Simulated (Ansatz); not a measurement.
# Hf₂N: a line through an energy map

One line of a two-coordinate grid on Hf₂N (P4_2/mnm, No. 136; 6 atoms in the cell): volume per atom is varied, at c/a of the conventional cell = 0.643.

Program: Ansatz 0.2.0. Level of theory: DFT PBEsol, scalar-relativistic, plane waves, PAW. These are calculated values, not measurements.

16 further runs of the same task are left out: 16 set aside as unsound or not needed.

**1. The starting structure**

It takes space group P4_2/mnm (No. 136, tetragonal). Conventional cell: a = 5.295 Å, b = 5.295 Å, c = 3.227 Å, α = 90.00°, β = 90.00°, γ = 90.00°. Hf (site symmetry m2m) is surrounded by 3 N at 2.21 to 2.22 Å. Around N (site symmetry mmm) lie 6 Hf at 2.21 to 2.22 Å.

Structure file:

```cif
data_structure
_symmetry_space_group_name_H-M 'P 1'
_symmetry_Int_Tables_number 1
_cell_length_a 5.2953
_cell_length_b 5.2953
_cell_length_c 3.2272
_cell_angle_alpha 90.000
_cell_angle_beta 90.000
_cell_angle_gamma 90.000
_cell_volume 90.49
loop_
_atom_site_label
_atom_site_type_symbol
_atom_site_fract_x
_atom_site_fract_y
_atom_site_fract_z
_atom_site_occupancy
Hf1 Hf 0.29546 0.29546 0.00000 1
Hf2 Hf 0.70454 0.70454 0.00000 1
Hf3 Hf 0.79546 0.20454 0.50000 1
Hf4 Hf 0.20454 0.79546 0.50000 1
N1 N 0.00000 0.00000 0.00000 1
N2 N 0.50000 0.50000 0.50000 1
```

It goes back to an entry of the Materials Project, which need not be the stable form.

This cell was relaxed beforehand with the same method: volume 15.08 Å³/atom, gap on the mesh none (metal).

**2. What is varied**

The energy is mapped over volume and the cell's shape.

First coordinate, volume per atom: 7 values from 13.27 to 16.89 Å³. Second coordinate, c/a of the conventional cell: 7 values from 0.562 to 0.660.

Nothing else is relaxed (fractional coordinates fixed). Energies count from the relaxed crystal. Points are written as (first, second).

**3. Grid point (13.27 Å³, 0.643)**

The input, input.yaml:

```yaml
crystal:
  lattice:
    - [4.9848037605, 0.0, 0.0]
    - [0.0, 4.9848037605, 0.0]
    - [0.0, 0.0, 3.2047303377]
  atoms:
    - { symbol: Hf, position: [0.2954631013, 0.2954631013, 0.0] }
    - { symbol: Hf, position: [0.7045368987, 0.7045368987, 0.0] }
    - { symbol: Hf, position: [0.7954631013, 0.2045368987, 0.5] }
    - { symbol: Hf, position: [0.2045368987, 0.7954631013, 0.5] }
    - { symbol: "N", position: [0.0, 0.0, 0.0] }
    - { symbol: "N", position: [0.5, 0.5, 0.5] }
basis:
  ecutwfc: 520.0
kpoints:
  mp_grid: { grid: [8, 8, 14] }
hamiltonian:
  xc: pbesol
  pseudopotentials: { kind: paw, azcp: { folder: soft_1 } }
scf:
  occupations: { method: gaussian, width: 0.15 }
output:
  forces: true
  stress: true
  eigenvalues: true
```

Run with:

```bash
ansatz run input.yaml --threads 4 --pin off --max-ram 8192MiB --backend cpu --events-out ev --progress --plain --runs-dir out
```

Further runs follow: the other points of the line.

Before running it: what results should come out? Wanted: for each run, volume per atom; energy; slope; pressure; largest force on an atom.

As calculated:

| volume per atom (Å³) | step | energy (meV/atom) | slope (meV/atom per Å³) | pressure (GPa) | largest force on an atom (eV/Å) |
| --- | --- | --- | --- | --- | --- |
| 13.27 | 3 | 198 | −212 | 34.0 | 0.129 |
| 13.88 | – | 97 | −127 | 20.3 | 0.106 |
| 14.48 | 4 | 42 | −57 | 9.1 | 0.091 |
| 15.08 | 5 | 26 | 0 | 0.0 | 0.083 |
| 15.69 | 6 | 40 | 47 | −7.5 | 0.079 |
| 16.29 | – | 80 | 84 | −13.5 | 0.076 |
| 16.89 | 7 | 141 | 115 | −18.5 | 0.075 |

Energies count from the relaxed crystal. Rows without a step come from runs not printed here or follow by symmetry. Slopes come from the forces (and the stress, where the cell changes), not from differences of energies.

**Reading.** Along the line the energy is lowest at 15.08 Å³, 26 meV/atom from the zero. A fit to energies and slopes at the lowest point and its two neighbours puts the minimum at 15.082 Å³, with a curvature of about 85 meV/atom per (Å³)². V·d²E/dV² there is about 210 GPa, a bulk modulus under this line's constraint. The well is lopsided: two grid steps out, the energy rises by 71 meV/atom towards smaller values and 54 meV/atom towards larger ones. The highest point computed, at 13.27 Å³, lies 173 meV/atom above the lowest. This is one cut through a surface in two coordinates; the map's lowest point lies off it. Spin-orbit coupling is left out for Hf.
